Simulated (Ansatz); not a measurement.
# AlB2H5O: basis-set convergence

An exercise on one series of results from a longer session: the logs are not shown, and one member is left open.

The runs use Ansatz 0.2.0, Gaussian basis; one geometry, several basis sets.

Plan: PBE0-D4/def2-SVP; ωB97M-V/def2-SVP; PBE0-D4/def2-QZVPP; ωB97M-V/def2-QZVPP; the functionals' def2-TZVPP values are taken from earlier runs.

## The geometry

An earlier PBE0-D4 in a triple-zeta def2 set relaxation fixed the geometry.

9 atoms, charge 0, spin multiplicity 1.

Atoms are counted from 1 here; the program's logs count them from 0.

Bond lengths: B1–O2 1.331 Å, B1–H5 1.205 Å, B1–H6 1.205 Å, O2–Al3 1.693 Å, Al3–B4 2.121 Å, Al3–H7 1.586 Å, B4–H8 1.199 Å, B4–H9 1.199 Å. Angles: O2–B1–H5 119.6°, O2–B1–H6 119.7°, H5–B1–H6 120.7°, B1–O2–Al3 179.4°, O2–Al3–B4 117.1°, O2–Al3–H7 115.8°, B4–Al3–H7 127.1°, Al3–B4–H8 122.6°, Al3–B4–H9 122.6°, H8–B4–H9 114.8°.

Set-up of the first run:

Contents of in.yaml:

```yaml
crystal:
  periodic: [false, false, false]
  atoms:
    - {symbol: B, position_ang: [-0.500297, 1.741392, -1.308665]}
    - {symbol: O, position_ang: [0.119158, 0.722006, -0.717450]}
    - {symbol: Al, position_ang: [0.894157, -0.575978, 0.044511]}
    - {symbol: B, position_ang: [-0.192327, -1.603394, 1.548447]}
    - {symbol: H, position_ang: [-1.161177, 1.545089, -2.297178]}
    - {symbol: H, position_ang: [-0.397308, 2.850093, -0.847539]}
    - {symbol: H, position_ang: [2.366625, -0.888027, -0.453773]}
    - {symbol: H, position_ang: [-0.893120, -2.546350, 1.309261]}
    - {symbol: H, position_ang: [-0.147410, -1.291231, 2.705185]}
basis:
  gaussian: {orbitals: def2-SVP}
hamiltonian: {xc: pbe0, dispersion: d4}
output: {orbitals: {seedname: orbitals}}
```

The run is started by

```console
> ansatz run in.yaml --threads 2 --pin off --events-out ev --progress --plain --max-ram 4352MiB
```

Among the steps run: PBE0-D4 in def2-SVP; ωB97M-V in def2-SVP; PBE0-D4 in def2-QZVPP; ωB97M-V in def2-QZVPP.

One of the session's tables, all rows but one given; the rest of the session is left out.

It belongs to the step «Functionals by basis». 

| functional | basis | HOMO (eV) | LUMO (eV) |
| --- | --- | --- | --- |
| PBE0-D4 | def2-SVP | -7.73 | -2.58 |
| PBE0-D4 | def2-TZVPP | -7.73 | -2.61 |
| PBE0-D4 | def2-QZVPP | -7.73 | -2.62 |
| ωB97M-V | def2-SVP | ? | ? |
| ωB97M-V | def2-TZVPP | -9.86 | -0.65 |
| ωB97M-V | def2-QZVPP | -9.86 | -0.70 |

Q: Estimate the row for ωB97M-V, def2-SVP from the others.

As computed: HOMO (eV): -9.82; LUMO (eV): -0.50. In the column «HOMO (eV)» it lies between ωB97M-V, def2-QZVPP (-9.86) and PBE0-D4, def2-SVP (-7.73).
